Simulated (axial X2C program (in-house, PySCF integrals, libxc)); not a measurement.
**Linear MoSH at several levels**

One table from this session's results is given with a row withheld; the runs are named, their logs left out.

The runs use an in-house X2C program for linear molecules on PySCF integrals; all-electron X2C, two-component (2c) or spin-free, Mo dyall-v3z, S dyall-av3z, H dyall-v3z.

All values are calculated.

2 further runs of the same task are left out: 2 set aside as unsound or not needed.

Set-up of the first run:

Input file task.json:

```json
{"zs": [42, 16, 1], "q": 0, "bas": ["dyall-v3z", "dyall-av3z", "dyall-v3z"], "r0": [2.41, 1.34], "symm": 0, "scan": ["PBE0", "HF", "PBE"], "levels": ["PBE0", "HF", "TPSSh"], "nst": 2}
```

Keys: zs atomic numbers; q charge; bas basis sets; r0 starting distance in Å; symm equal bonds; scan levels of the two-bond scan; levels methods; nst determinants followed.

Launch:

```
$ python solin.py task.json out
```

Masses Mo 97.905, S 31.972, H 1.008 u.

Among the steps run: Scan at PBE0, 2c; Scan at PBE, 2c; Scan at PBE0, spin-free.

One table of the session follows, with a row left open; its other results are not shown here.

| level | lower stretch (cm⁻¹) | upper stretch (cm⁻¹) |
| --- | --- | --- |
| PBE0, 2c | 366.6 | 2787.2 |
| PBE, 2c | 373.1 | 2693.6 |
| PBE0, spin-free | ? | ? |
| PBE, spin-free | 373.4 | 2695.4 |

Q: Estimate the row for PBE0, spin-free from the others.

The run gave: lower stretch (cm⁻¹): 366.9; upper stretch (cm⁻¹): 2788.6. In the column «lower stretch (cm⁻¹)» it lies between PBE0, 2c (366.6) and PBE, 2c (373.1).

Scans not shown above were run alike.

The molecule was held linear; bending was not examined, so a bent shape may lie lower. Note: several unpaired electrons, one determinant need not be a pure state.
